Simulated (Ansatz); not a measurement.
Molecular dynamics of Li

input.yaml

```yaml
crystal:
  lattice:
    - [7.312873, 0.0, 0.0]
    - [0.0, 7.312873, 0.0]
    - [0.0, 0.0, 7.312873]
  atoms:
    - { symbol: Li, position: [0.0, 0.0, 0.0] }
    - { symbol: Li, position: [0.5, 0.0, 0.0] }
    - { symbol: Li, position: [0.0, 0.5, 0.0] }
    - { symbol: Li, position: [0.0, 0.0, 0.5] }
    - { symbol: Li, position: [0.25, 0.25, 0.25] }
    - { symbol: Li, position: [0.5, 0.5, 0.0] }
    - { symbol: Li, position: [0.5, 0.0, 0.5] }
    - { symbol: Li, position: [0.75, 0.25, 0.25] }
    - { symbol: Li, position: [0.0, 0.5, 0.5] }
    - { symbol: Li, position: [0.25, 0.75, 0.25] }
    - { symbol: Li, position: [0.25, 0.25, 0.75] }
    - { symbol: Li, position: [0.5, 0.5, 0.5] }
    - { symbol: Li, position: [0.75, 0.75, 0.25] }
    - { symbol: Li, position: [0.75, 0.25, 0.75] }
    - { symbol: Li, position: [0.25, 0.75, 0.75] }
    - { symbol: Li, position: [0.75, 0.75, 0.75] }
basis:
  ecutwfc: 500.0
kpoints:
  mp_grid: { grid: [2, 2, 2] }
hamiltonian:
  xc: r2scan
scf:
  occupations: { method: fermi_dirac, width: 0.16 }
  lower_state_search: "off"
md:
  timestep: 1
  n_steps: 40
  ensemble: nvt_langevin
  temperature: 1800.0
  initial_velocities: maxwell_boltzmann
  seed: 56259
  friction: 0.02
```

Command:

```bash
$ ansatz run input.yaml --threads 1 --pin off --max-ram 3072MiB --backend cpu --events-out ev --progress --plain --runs-dir out
```

It starts from a structure without forces on its atoms.

Output, in part (step lines):

```
md step     0: t =     0.00 fs  T =  1687.5 K  F+E_penalty+E_count = -3281.90692309 eV  E_kin = 3.490020 eV  (7 SCF iters)
md step     1: t =     1.00 fs  T =  1726.6 K  F+E_penalty+E_count = -3281.90177328 eV  E_kin = 3.570823 eV  (7 SCF iters)
md step     2: t =     2.00 fs  T =  1851.7 K  F+E_penalty+E_count = -3281.88579980 eV  E_kin = 3.829581 eV  (8 SCF iters)
md step     3: t =     3.00 fs  T =  1957.1 K  F+E_penalty+E_count = -3281.85785189 eV  E_kin = 4.047495 eV  (7 SCF iters)
md step     4: t =     4.00 fs  T =  1961.6 K  F+E_penalty+E_count = -3281.81711544 eV  E_kin = 4.056921 eV  (7 SCF iters)
md step     5: t =     5.00 fs  T =  1977.2 K  F+E_penalty+E_count = -3281.76373711 eV  E_kin = 4.089204 eV  (5 SCF iters)
md step     6: t =     6.00 fs  T =  2061.7 K  F+E_penalty+E_count = -3281.69870456 eV  E_kin = 4.263853 eV  (6 SCF iters)
md step     7: t =     7.00 fs  T =  2149.1 K  F+E_penalty+E_count = -3281.62141024 eV  E_kin = 4.444671 eV  (6 SCF iters)
md step     8: t =     8.00 fs  T =  2290.7 K  F+E_penalty+E_count = -3281.53000585 eV  E_kin = 4.737561 eV  (6 SCF iters)
md step     9: t =     9.00 fs  T =  2088.4 K  F+E_penalty+E_count = -3281.42732744 eV  E_kin = 4.319120 eV  (5 SCF iters)
md step    10: t =    10.00 fs  T =  1950.9 K  F+E_penalty+E_count = -3281.31856742 eV  E_kin = 4.034796 eV  (7 SCF iters)
md step    11: t =    11.00 fs  T =  1830.8 K  F+E_penalty+E_count = -3281.20535634 eV  E_kin = 3.786425 eV  (6 SCF iters)
md step    12: t =    12.00 fs  T =  1903.4 K  F+E_penalty+E_count = -3281.08628511 eV  E_kin = 3.936618 eV  (6 SCF iters)
md step    13: t =    13.00 fs  T =  1832.2 K  F+E_penalty+E_count = -3280.95928284 eV  E_kin = 3.789305 eV  (6 SCF iters)
md step    14: t =    14.00 fs  T =  1862.2 K  F+E_penalty+E_count = -3280.82359573 eV  E_kin = 3.851278 eV  (5 SCF iters)
md step    15: t =    15.00 fs  T =  1892.0 K  F+E_penalty+E_count = -3280.67908230 eV  E_kin = 3.912982 eV  (6 SCF iters)
md step    16: t =    16.00 fs  T =  1589.7 K  F+E_penalty+E_count = -3280.53224422 eV  E_kin = 3.287654 eV  (6 SCF iters)
md step    17: t =    17.00 fs  T =  1679.3 K  F+E_penalty+E_count = -3280.38747782 eV  E_kin = 3.472971 eV  (6 SCF iters)
md step    18: t =    18.00 fs  T =  1550.8 K  F+E_penalty+E_count = -3280.23982473 eV  E_kin = 3.207212 eV  (5 SCF iters)
md step    19: t =    19.00 fs  T =  1577.3 K  F+E_penalty+E_count = -3280.08799612 eV  E_kin = 3.262199 eV  (5 SCF iters)
md step    20: t =    20.00 fs  T =  1586.1 K  F+E_penalty+E_count = -3279.93420900 eV  E_kin = 3.280347 eV  (7 SCF iters)
md step    21: t =    21.00 fs  T =  1528.9 K  F+E_penalty+E_count = -3279.78576632 eV  E_kin = 3.161942 eV  (6 SCF iters)
md step    22: t =    22.00 fs  T =  1452.1 K  F+E_penalty+E_count = -3279.64004891 eV  E_kin = 3.003114 eV  (6 SCF iters)
md step    23: t =    23.00 fs  T =  1418.1 K  F+E_penalty+E_count = -3279.49452929 eV  E_kin = 2.932947 eV  (6 SCF iters)
md step    24: t =    24.00 fs  T =  1373.2 K  F+E_penalty+E_count = -3279.35637788 eV  E_kin = 2.839925 eV  (6 SCF iters)
md step    25: t =    25.00 fs  T =  1191.4 K  F+E_penalty+E_count = -3279.23145152 eV  E_kin = 2.464014 eV  (6 SCF iters)
md step    26: t =    26.00 fs  T =  1068.4 K  F+E_penalty+E_count = -3279.12708714 eV  E_kin = 2.209632 eV  (7 SCF iters)
md step    27: t =    27.00 fs  T =  1060.7 K  F+E_penalty+E_count = -3279.04055600 eV  E_kin = 2.193774 eV  (6 SCF iters)
md step    28: t =    28.00 fs  T =  1144.5 K  F+E_penalty+E_count = -3278.95423546 eV  E_kin = 2.367087 eV  (7 SCF iters)
md step    29: t =    29.00 fs  T =  1114.8 K  F+E_penalty+E_count = -3278.86260997 eV  E_kin = 2.305506 eV  (5 SCF iters)
md step    30: t =    30.00 fs  T =  1175.7 K  F+E_penalty+E_count = -3278.77025402 eV  E_kin = 2.431588 eV  (8 SCF iters)
md step    31: t =    31.00 fs  T =  1146.4 K  F+E_penalty+E_count = -3278.68095444 eV  E_kin = 2.370970 eV  (6 SCF iters)
md step    32: t =    32.00 fs  T =  1126.2 K  F+E_penalty+E_count = -3278.60506077 eV  E_kin = 2.329189 eV  (6 SCF iters)
md step    33: t =    33.00 fs  T =  1084.4 K  F+E_penalty+E_count = -3278.54544300 eV  E_kin = 2.242647 eV  (6 SCF iters)
md step    34: t =    34.00 fs  T =   956.2 K  F+E_penalty+E_count = -3278.49423896 eV  E_kin = 1.977542 eV  (6 SCF iters)
md step    35: t =    35.00 fs  T =   880.5 K  F+E_penalty+E_count = -3278.46075967 eV  E_kin = 1.820947 eV  (6 SCF iters)
md step    36: t =    36.00 fs  T =   856.7 K  F+E_penalty+E_count = -3278.44242433 eV  E_kin = 1.771895 eV  (7 SCF iters)
md step    37: t =    37.00 fs  T =   788.2 K  F+E_penalty+E_count = -3278.43731999 eV  E_kin = 1.630219 eV  (6 SCF iters)
md step    38: t =    38.00 fs  T =   849.3 K  F+E_penalty+E_count = -3278.44966663 eV  E_kin = 1.756399 eV  (5 SCF iters)
md step    39: t =    39.00 fs  T =   840.0 K  F+E_penalty+E_count = -3278.47022126 eV  E_kin = 1.737174 eV  (5 SCF iters)
md step    40: t =    40.00 fs  T =   950.2 K  F+E_penalty+E_count = -3278.50200944 eV  E_kin = 1.965147 eV  (7 SCF iters)
```

The run went to its last step. The mean temperature of the second half is 38 % below the set value. A run of 0.04 ps of so small a system gives no equilibrium averages. Limits of this set-up: coarse k mesh.

Mean squared displacements from the first frame to the last, about the centre of mass: Li 0.50 Å².

Last frame:

```xyz
16
Lattice="7.3129 0.0000 0.0000 0.0000 7.3129 0.0000 0.0000 0.0000 7.3129" Properties=species:S:1:pos:R:3
Li -0.028 -0.065 -0.789
Li 3.066 0.735 -0.175
Li 0.125 3.868 -0.423
Li -0.255 -0.480 3.085
Li 1.740 1.821 2.574
Li 3.988 3.292 -0.303
Li 2.674 -0.546 3.423
Li 5.691 2.330 1.350
Li 0.585 4.140 3.850
Li 1.774 5.414 1.932
Li 0.987 1.373 4.765
Li 3.538 3.744 3.684
Li 5.670 5.036 2.053
Li 5.976 2.283 5.564
Li 2.166 5.114 5.621
Li 5.514 5.684 5.694
```

Time of the run: 12 min on 1 thread of Intel(R) Xeon(R) Platinum 8488C (Sapphire Rapids) (shared host), peak memory 0.84 GiB.
